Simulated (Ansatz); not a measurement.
# Ti4Hg3PbO12: the cost of one run

Program: Ansatz 0.2.0. Level of theory: DFT PBEsol, scalar-relativistic, plane waves, PAW. These are calculated values, not measurements.

## Step 1: The system as given

The structure is cubic, space group Im-3 (No. 204). Conventional cell: a = 7.801 Å, b = 7.801 Å, c = 7.801 Å, α = 90.00°, β = 90.00°, γ = 90.00°. Pb (site symmetry m-3) has 12 O at 2.74 Å as nearest neighbours. Hg (site symmetry mmm) is surrounded by 4 O at 2.33 Å. Ti (site symmetry -3) is surrounded by 6 O at 2.00 Å. O (site symmetry m) has 2 Ti at 2.00 Å and 2 Hg at 2.33 to 2.84 Å and 1 Pb at 2.74 Å as nearest neighbours.

Coordinates:

```xyz
20
Lattice="-3.9007 3.9007 3.9007 3.9007 -3.9007 3.9007 3.9007 3.9007 -3.9007" Properties=species:S:1:pos:R:3 pbc="T T T"
Pb    0.0000    0.0000    0.0000
Hg    3.9007    0.0000    0.0000
Hg    0.0000    3.9007    0.0000
Hg    0.0000    0.0000    3.9007
Ti    1.9503    1.9503    1.9503
Ti    1.9503    1.9503   -1.9503
Ti   -1.9503    1.9503    1.9503
Ti    1.9503   -1.9503    1.9503
O     0.0000    5.5829    1.6147
O     3.9007   -1.6823    2.2860
O     0.0000    2.2184    1.6147
O     3.9007    1.6823    2.2860
O     1.6147    0.0000    5.5829
O     2.2860    3.9007   -1.6823
O     1.6147    0.0000    2.2184
O     2.2860    3.9007    1.6823
O     5.5829    1.6147    0.0000
O    -1.6823    2.2860    3.9007
O     2.2184    1.6147    0.0000
O     1.6823    2.2860    3.9007
```

It is the result of an earlier relaxation at this level (volume 11.87 Å³/atom; gap on the mesh: 1.72 eV).

## Step 2: Relaxing with PBEsol

input.yaml

```yaml
crystal:
  lattice:
    - [-3.900687772, 3.900687772, 3.900687772]
    - [3.900687772, -3.900687772, 3.900687772]
    - [3.900687772, 3.900687772, -3.900687772]
  atoms:
    - { symbol: Pb, position: [0.0, 0.0, 0.0] }
    - { symbol: Hg, position: [0.0, 0.5, 0.5] }
    - { symbol: Hg, position: [0.5, 0.0, 0.5] }
    - { symbol: Hg, position: [0.5, 0.5, 0.0] }
    - { symbol: Ti, position: [0.5, 0.5, 0.5] }
    - { symbol: Ti, position: [0.0, 0.0, 0.5] }
    - { symbol: Ti, position: [0.5, 0.0, 0.0] }
    - { symbol: Ti, position: [0.0, 0.5, 0.0] }
    - { symbol: O, position: [0.9226136159, 0.2069775574, 0.7156360585] }
    - { symbol: O, position: [0.0773863841, 0.7930224426, 0.2843639415] }
    - { symbol: O, position: [0.4913414988, 0.2069775574, 0.2843639415] }
    - { symbol: O, position: [0.5086585012, 0.7930224426, 0.7156360585] }
    - { symbol: O, position: [0.7156360585, 0.9226136159, 0.2069775574] }
    - { symbol: O, position: [0.2843639415, 0.0773863841, 0.7930224426] }
    - { symbol: O, position: [0.2843639415, 0.4913414988, 0.2069775574] }
    - { symbol: O, position: [0.7156360585, 0.5086585012, 0.7930224426] }
    - { symbol: O, position: [0.2069775574, 0.7156360585, 0.9226136159] }
    - { symbol: O, position: [0.7930224426, 0.2843639415, 0.0773863841] }
    - { symbol: O, position: [0.2069775574, 0.2843639415, 0.4913414988] }
    - { symbol: O, position: [0.7930224426, 0.7156360585, 0.5086585012] }
basis:
  ecutwfc: 420
kpoints:
  mp_grid: { grid: [6, 6, 6] }
hamiltonian:
  xc: pbesol
scf:
  occupations: { method: gaussian, width: 0.02 }
output:
  forces: true
  stress: true
  eigenvalues: true
relax:
  adjacent_minimum: "off"
  f_tol: 0.005
  max_steps: 50
  cell: { stress_tol: 0.05 }
```

On the command line:

```console
$ ansatz run input.yaml --threads 4 --pin off --max-ram 10240MiB --backend cpu --events-out ev --progress --plain --runs-dir out
```

Q: Estimate wall time and peak memory on 4 threads of Arm Neoverse V1, shared host.

About 91 s, with a peak of 1.2 GiB.
